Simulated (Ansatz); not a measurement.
# AlF2H3O (built from SMILES O.[F][AlH][F]): a barrier at many levels of theory, part 1 of 2

Aim: the barrier and energy of one elementary step (Al1–O6 tightened, H2–H5 formed, Al1–H2 broken, H5–O6 broken) from LDA up to coupled cluster, on fixed structures, to see where each rung fails.

Program: Ansatz 0.2.0, Gaussian basis. Level of theory: single points in def2-TZVPP on PBE0-D4/def2-TZVP structures. These are calculated values, not measurements.

Levels: SPW92, PBE-D4, BLYP-D4, r2SCAN-D4, B97M-V, PBE0-D4, B3LYP-D4, r2SCAN0-D4, BHLYP-D4, CAM-B3LYP-D4, wB97X-V, wB97M-V, B2PLYP, PBE-QIDH, RPA on PBE, Hartree-Fock, MP2, CCSD, CCSD(T). The reference is CCSD(T) at the basis limit, from triple and quadruple zeta. Zero-point energies come from PBE0-D4 vibrations.

Correlated methods freeze the cores. B3LYP uses VWN-RPA correlation. B2PLYP carries no dispersion term here.

22 further runs of the same task are left out: 22 set aside as unsound or not needed.

## Step 1: The three structures

Charge 0, multiplicity 1. The folders r, ts and p hold the start, the saddle and the end; their coordinates stand in the first inputs.

```tsv
pair	r (Å)	ts (Å)	p (Å)
Al1–O6	1.972	1.815	1.681
H2–H5	2.848	1.069	0.757
Al1–H2	1.577	1.741	2.201
H5–O6	0.963	1.236	2.617
```

## Step 2: wB97M-V/def2-TZVPP

The input, r/in.yaml:

```yaml
crystal:
  periodic: [false, false, false]
  atoms:
    - {symbol: Al, position_ang: [-0.642743, -0.507358, -0.244815]}
    - {symbol: H, position_ang: [0.060309, -1.912799, -0.118963]}
    - {symbol: F, position_ang: [-1.205522, -0.048226, -1.730319]}
    - {symbol: F, position_ang: [-1.476585, 0.095913, 1.067603]}
    - {symbol: H, position_ang: [1.740203, 0.374541, 0.119541]}
    - {symbol: O, position_ang: [0.852524, 0.742487, 0.054261]}
    - {symbol: H, position_ang: [0.671914, 1.255443, 0.852594]}
basis:
  gaussian: {orbitals: def2-TZVPP}
hamiltonian: {xc: {name: wB97M-V}}
```

The input, ts/in.yaml:

```yaml
crystal:
  periodic: [false, false, false]
  atoms:
    - {symbol: Al, position_ang: [-0.648765, -0.168043, -0.223062]}
    - {symbol: H, position_ang: [0.624692, -1.338606, -0.024937]}
    - {symbol: F, position_ang: [-1.272012, -0.181723, -1.737852]}
    - {symbol: F, position_ang: [-1.642731, -0.121329, 1.084986]}
    - {symbol: H, position_ang: [1.080344, -0.380700, 0.104989]}
    - {symbol: O, position_ang: [0.849957, 0.829634, 0.004684]}
    - {symbol: H, position_ang: [1.008614, 1.360767, 0.791092]}
basis:
  gaussian: {orbitals: def2-TZVPP}
hamiltonian: {xc: {name: wB97M-V}}
```

The input, p/in.yaml:

```yaml
crystal:
  periodic: [false, false, false]
  atoms:
    - {symbol: Al, position_ang: [-0.561607, 0.232181, -0.173225]}
    - {symbol: H, position_ang: [0.467762, -1.708907, -0.045803]}
    - {symbol: F, position_ang: [-1.045759, -0.207719, -1.674950]}
    - {symbol: F, position_ang: [-1.470594, -0.250228, 1.107311]}
    - {symbol: H, position_ang: [1.047594, -1.224269, -0.009347]}
    - {symbol: O, position_ang: [0.669245, 1.365710, -0.014143]}
    - {symbol: H, position_ang: [0.893461, 1.793233, 0.810055]}
basis:
  gaussian: {orbitals: def2-TZVPP}
hamiltonian: {xc: {name: wB97M-V}}
```

The command line of these runs was not kept.

Log of r, cut to the lines that bear on the results:

```text
Functional definition: wB97M-V
  name "wB97M-V"
  cite "Mardirossian & Head-Gordon, J. Chem. Phys. 144, 214110 (2016) doi:10.1063/1.4952647"
  cite "Becke, J. Chem. Phys. 107, 8554 (1997) doi:10.1063/1.475007"
  cite "Vydrov & Van Voorhis, J. Chem. Phys. 133, 244103 (2010) doi:10.1063/1.3521275"
  # Of w^i u^j: cxij and so on, Table III.
[...]
  gx(w, u) = 1 - cx + cx01*u + cx10*w
  gss(w, u) = css00 + css04*u^4 + css10*w + css20*w^2 + css43*w^4*u^3
  gos(w, u) = cos00 + cos10*w + (cos20 + cos21*u)*w^2 + (cos60 + cos61*u)*w^6
[...]
      + integral(e_c_pw_mod_opposite_spin*gos(b97_w_opposite, b97_u_opposite)) + vv10(b, c)
912 factors; their error is unknown
207 factors; integrals over basis functions are off by at most 1.0e-5 eV
[...]
mean field -14132.91938356 eV, -519.3752077092 hartree, gradient 2.6e-5 eV, S^2 0.000000; 0 other end points of the search recorded, 0 dependent functions left out
reference -14132.91943188 eV, -519.3752094847 hartree; 21, 21 occupied and 156, 156 virtual orbitals, 912 factors
Total energy: -14132.91943188 eV, -519.3752094847 hartree
```

ts printed, cut to the lines that bear on the results:

```text
[... 5 set-up lines as earlier in the session ...]
  # Of w^i u^j: cxij and so on, Table III.
[...]
  gx(w, u) = 1 - cx + cx01*u + cx10*w
  gss(w, u) = css00 + css04*u^4 + css10*w + css20*w^2 + css43*w^4*u^3
  gos(w, u) = cos00 + cos10*w + (cos20 + cos21*u)*w^2 + (cos60 + cos61*u)*w^6
[...]
      + integral(e_c_pw_mod_opposite_spin*gos(b97_w_opposite, b97_u_opposite)) + vv10(b, c)
912 factors; their error is unknown
207 factors; integrals over basis functions are off by at most 8.7e-6 eV
[...]
mean field -14132.01339590 eV, -519.3419132768 hartree, gradient 1.5e-5 eV, S^2 0.000000; 0 other end points of the search recorded, 0 dependent functions left out
reference -14132.01344339 eV, -519.3419150218 hartree; 21, 21 occupied and 156, 156 virtual orbitals, 912 factors
Total energy: -14132.01344339 eV, -519.3419150218 hartree
```

Output in p, cut to the lines that bear on the results:

```text
[... 5 set-up lines as earlier in the session ...]
  # Of w^i u^j: cxij and so on, Table III.
[...]
  gx(w, u) = 1 - cx + cx01*u + cx10*w
  gss(w, u) = css00 + css04*u^4 + css10*w + css20*w^2 + css43*w^4*u^3
  gos(w, u) = cos00 + cos10*w + (cos20 + cos21*u)*w^2 + (cos60 + cos61*u)*w^6
[...]
      + integral(e_c_pw_mod_opposite_spin*gos(b97_w_opposite, b97_u_opposite)) + vv10(b, c)
912 factors; their error is unknown
207 factors; integrals over basis functions are off by at most 1.8e-5 eV
[...]
mean field -14133.04385938 eV, -519.3797821109 hartree, gradient 1.1e-5 eV, S^2 0.000000; 0 other end points of the search recorded, 0 dependent functions left out
reference -14133.04390752 eV, -519.3797838802 hartree; 21, 21 occupied and 156, 156 virtual orbitals, 912 factors
Total energy: -14133.04390752 eV, -519.3797838802 hartree
```

They took 8 s (r), 7 s (ts), 7.5 s (p) on 2 threads, shared host; peak memory 0.45 GiB.

This gives 0.906 eV for the barrier and -0.124 eV for the step.

## Step 3: CCSD(T)/def2-TZVPP

Each input of step 2 (r, ts, p) changes in the same lines:

```diff
-hamiltonian: {xc: {name: wB97M-V}}
+correlation: {method: ccsd_t}
```

Log of r, cut to the lines that bear on the results:

```text
Functional definition: HF
  name "HF"
  cite "Fock, Z. Phys. 61, 126 (1930) doi:10.1007/BF01340294"
  parent pbe
[...]
1101 factors; integrals over basis functions are off by at most 1.2e-3 eV
[...]
mean field -14088.20586861 eV, -517.7320163426 hartree, gradient 1.7e-6 eV, S^2 0.000000; 0 other end points of the search recorded, 0 dependent functions left out
8 core orbitals not correlated: weight in the atoms' cores, before any rotation towards them, 1.000 or more for the frozen orbitals, at most 0.000 for the correlated occupied ones
reference -14088.20586861 eV, -517.7320163426 hartree; 13, 13 occupied and 156, 156 virtual orbitals, 1101 factors
second order -22.96859066 eV of doubles, -0.00000000 eV of singles
cycle   1  -22.77664966 eV  change    1.9e-1 eV  update   9.2e-2
[...]
cycle   9  -23.30209832 eV  change    1.7e-5 eV  update   1.2e-5
perturbative correction -0.63763020 eV, -0.0234324777 hartree
Total energy: -14112.14559714 eV, -518.6117851389 hartree
```

ts printed, cut to the lines that bear on the results:

```text
[... 4 set-up lines as earlier in the session ...]
[...]
1102 factors; integrals over basis functions are off by at most 1.2e-3 eV
[...]
mean field -14086.84525940 eV, -517.6820148762 hartree, gradient 3.3e-6 eV, S^2 0.000000; 0 other end points of the search recorded, 0 dependent functions left out
8 core orbitals not correlated: weight in the atoms' cores, before any rotation towards them, 1.000 or more for the frozen orbitals, at most 0.000 for the correlated occupied ones
reference -14086.84525940 eV, -517.6820148762 hartree; 13, 13 occupied and 156, 156 virtual orbitals, 1102 factors
second order -23.46946363 eV of doubles, -0.00000000 eV of singles
cycle   1  -23.10663926 eV  change    3.6e-1 eV  update   9.9e-2
[...]
cycle   9  -23.66684386 eV  change    4.2e-6 eV  update   1.2e-5
perturbative correction -0.70737365 eV, -0.0259955020 hartree
Total energy: -14111.21947690 eV, -518.5777508480 hartree
```

Output in p, cut to the lines that bear on the results:

```text
[... 4 set-up lines as earlier in the session ...]
[...]
1096 factors; integrals over basis functions are off by at most 9.2e-4 eV
[...]
mean field -14088.24292492 eV, -517.7333781368 hartree, gradient 3.4e-6 eV, S^2 0.000000; 0 other end points of the search recorded, 0 dependent functions left out
8 core orbitals not correlated: weight in the atoms' cores, before any rotation towards them, 1.000 or more for the frozen orbitals, at most 0.000 for the correlated occupied ones
reference -14088.24292492 eV, -517.7333781368 hartree; 13, 13 occupied and 156, 156 virtual orbitals, 1096 factors
second order -23.15788668 eV of doubles, -0.00000000 eV of singles
cycle   1  -22.84508835 eV  change    3.1e-1 eV  update   9.7e-2
[...]
cycle   9  -23.39820117 eV  change    1.3e-6 eV  update   1.1e-5
perturbative correction -0.65883889 eV, -0.0242118827 hartree
Total energy: -14112.29996498 eV, -518.6174580525 hartree
```

They took 55 s (r), 55 s (ts), 54 s (p) on 2 threads, shared host; peak memory 1.7 GiB.

Barrier 0.926 eV; end less start -0.154 eV.

## Step 4: MP2/def2-QZVPP

Each input of step 3 (r, ts, p) changes in the same lines:

```diff
-  gaussian: {orbitals: def2-TZVPP}
-correlation: {method: ccsd_t}
+  gaussian: {orbitals: "def2-QZVPP.json"}
+correlation: {method: mp2}
```

The basis file named in the input lies beside it (Basis Set Exchange, JSON).

Log of r:

```text
[... 4 set-up lines as earlier in the session ...]
  exchange = exact_x
  correlation = 0
2014 factors; integrals over basis functions are off by at most 7.0e-4 eV
mean field evaluation 1: about -14084.4624 eV, gradient 5.0e1 eV
mean field evaluation 2: about -14084.5305 eV, gradient 5.0e1 eV
mean field evaluation 4: about -14088.7646 eV, gradient 2.5e0 eV
mean field evaluation 8: about -14088.7983 eV, gradient 2.5e-1 eV
mean field -14088.79847194 eV, -517.7537941131 hartree, gradient 1.7e-6 eV, S^2 0.000000; 0 other end points of the search recorded, 0 dependent functions left out
8 core orbitals not correlated: weight in the atoms' cores, before any rotation towards them, 1.000 or more for the frozen orbitals, at most 0.000 for the correlated occupied ones
reference -14088.79847194 eV, -517.7537941131 hartree; 13, 13 occupied and 310, 310 virtual orbitals, 2014 factors
second order -25.07543440 eV of doubles, -0.00000000 eV of singles
Total energy: -14113.87390634 eV, -518.6752993306 hartree
```

Output in ts:

```text
[... 6 set-up lines as earlier in the session ...]
2022 factors; integrals over basis functions are off by at most 6.9e-4 eV
mean field evaluation 1: about -14082.7810 eV, gradient 5.3e1 eV
mean field evaluation 2: about -14082.8490 eV, gradient 5.3e1 eV
mean field evaluation 4: about -14087.4113 eV, gradient 2.4e0 eV
mean field evaluation 8: about -14087.4460 eV, gradient 2.8e-1 eV
mean field -14087.44618314 eV, -517.7040984163 hartree, gradient 2.0e-6 eV, S^2 0.000000; 0 other end points of the search recorded, 0 dependent functions left out
8 core orbitals not correlated: weight in the atoms' cores, before any rotation towards them, 1.000 or more for the frozen orbitals, at most 0.000 for the correlated occupied ones
reference -14087.44618314 eV, -517.7040984163 hartree; 13, 13 occupied and 310, 310 virtual orbitals, 2022 factors
second order -25.57407199 eV of doubles, -0.00000000 eV of singles
Total energy: -14113.02025513 eV, -518.6439282272 hartree
```

Output in p:

```text
[... 6 set-up lines as earlier in the session ...]
2007 factors; integrals over basis functions are off by at most 1.2e-3 eV
mean field evaluation 1: about -14083.8036 eV, gradient 5.5e1 eV
mean field evaluation 2: about -14083.8648 eV, gradient 5.5e1 eV
mean field evaluation 4: about -14088.8147 eV, gradient 2.2e0 eV
mean field evaluation 8: about -14088.8470 eV, gradient 2.5e-1 eV
mean field -14088.84718341 eV, -517.7555842267 hartree, gradient 2.5e-6 eV, S^2 0.000000; 0 other end points of the search recorded, 0 dependent functions left out
8 core orbitals not correlated: weight in the atoms' cores, before any rotation towards them, 1.000 or more for the frozen orbitals, at most 0.000 for the correlated occupied ones
reference -14088.84718341 eV, -517.7555842267 hartree; 13, 13 occupied and 310, 310 virtual orbitals, 2007 factors
second order -25.26613959 eV of doubles, -0.00000000 eV of singles
Total energy: -14114.11332300 eV, -518.6840977305 hartree
```

Wall times: 16 s (r), 14 s (ts), 14 s (p) on 2 threads, shared host; peak memory 1.2 GiB.

At this level: barrier 0.854 eV, step energy -0.239 eV.

(Continued in part 2 of 2.)
